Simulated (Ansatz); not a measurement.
**CH4AlNO2: one species, many methods**

An exercise on one series of results from a longer session: the logs are not shown, and one member is left open.

Program: Ansatz 0.2.0, Gaussian basis. Level of theory: functionals in def2-TZVPP, the program's frozen cores in correlated methods. These are calculated values, not measurements.

The runs, in order: LDA (SPW92), PBE-D4, revPBE-D4, BLYP-D4, r2SCAN-D4, B97M-V, PBE0-D4, B3LYP-D4, r2SCANh-D4, r2SCAN0-D4, HSE06-D4, BHLYP-D4, CAM-B3LYP-D4, LC-ωPBE, ωB97X-V, ωB97M-V, B2PLYP, PBE-QIDH; CCSD(T)/def2-SVP; CCSD(T)/def2-TZVPP; MP2/def2-QZVPP; extrapolation to the limit; RPA on PBE.

## Structure used throughout

The geometry comes from an earlier relaxation with PBE0-D4 in a triple-zeta def2 set; it is a stationary point, not always the lowest conformer.

9 atoms, charge 0, spin multiplicity 1.

Atoms are counted from 1 here; the program's logs count them from 0.

Bond lengths: N1–C2 1.327 Å, N1–H6 1.008 Å, N1–H7 1.004 Å, C2–O3 1.227 Å, C2–H8 1.100 Å, O3–Al4 2.130 Å, Al4–O5 1.733 Å, O5–H9 0.957 Å. Angles: C2–N1–H6 119.6°, C2–N1–H7 121.0°, H6–N1–H7 119.4°, N1–C2–O3 123.3°, N1–C2–H8 115.4°, O3–C2–H8 121.3°, C2–O3–Al4 119.1°, O3–Al4–O5 88.3°, Al4–O5–H9 119.6°.

Coordinates:

```xyz
9
CH4AlNO2
N    -0.25267    0.50642    1.99180
C    -0.42718   -0.12575    0.83763
O     0.22222    0.12594   -0.17270
Al   -0.17064   -0.96834   -1.95689
O     1.04392   -0.01588   -2.74571
H     0.44245    1.23240    2.06158
H    -0.80422    0.27325    2.79826
H    -1.20377   -0.90445    0.83921
H     1.23830   -0.16970   -3.67027
```

Set-up of the first run:

in.yaml

```yaml
crystal:
  periodic: [false, false, false]
  atoms:
    - {symbol: N, position_ang: [-0.252673, 0.506423, 1.991797]}
    - {symbol: C, position_ang: [-0.427181, -0.125749, 0.837629]}
    - {symbol: O, position_ang: [0.222219, 0.125939, -0.172697]}
    - {symbol: Al, position_ang: [-0.170643, -0.968340, -1.956894]}
    - {symbol: O, position_ang: [1.043922, -0.015875, -2.745711]}
    - {symbol: H, position_ang: [0.442451, 1.232401, 2.061583]}
    - {symbol: H, position_ang: [-0.804224, 0.273249, 2.798259]}
    - {symbol: H, position_ang: [-1.203770, -0.904451, 0.839208]}
    - {symbol: H, position_ang: [1.238299, -0.169696, -3.670273]}
basis:
  gaussian: {orbitals: def2-TZVPP}
hamiltonian: {xc: lda}
output: {orbitals: {seedname: orbitals}}
```

Command:

```console
$ ansatz run in.yaml --threads 2 --pin off --events-out ev --progress --plain --max-ram 4352MiB
```

Steps of the session up to this table: LDA; PBE-D4 (GGA); revPBE-D4 (GGA); BLYP-D4 (GGA); r2SCAN-D4 (meta-GGA); B97M-V (meta-GGA); PBE0-D4 (hybrid); B3LYP-D4 (hybrid); r2SCANh-D4 (hybrid); r2SCAN0-D4 (hybrid); HSE06-D4 (hybrid); BHLYP-D4 (hybrid); CAM-B3LYP-D4 (range-separated); LC-ωPBE (range-separated); ωB97X-V (range-separated); ωB97M-V (range-separated); B2PLYP (double hybrid); PBE-QIDH (double hybrid).

One table of the session follows, with a row left open; its other results are not shown here.

It belongs to the step «Frontier levels by functional». 

```
  functional  HOMO (eV)  gap (eV)
 LDA (SPW92)      -3.99      1.88
      PBE-D4      -3.86      2.01
   revPBE-D4      -3.80      2.04
     BLYP-D4      -3.72      1.98
   r2SCAN-D4      -3.98      2.33
      B97M-V      -4.01      2.51
     PBE0-D4      -4.77      4.03
    B3LYP-D4      -4.60      3.59
  r2SCANh-D4      -4.32      3.09
  r2SCAN0-D4      -4.83      4.22
    HSE06-D4          ?         ?
    BHLYP-D4      -5.54      6.03
CAM-B3LYP-D4      -5.94      6.42
     LC-ωPBE      -7.10      8.80
     ωB97X-V      -6.84      8.49
     ωB97M-V      -6.68      8.26
```

Estimate the missing values for HSE06-D4.

**Answer.** HOMO (eV): -4.37; gap (eV): 3.24. In the column «HOMO (eV)» it lies between B3LYP-D4 (-4.60) and r2SCANh-D4 (-4.32).
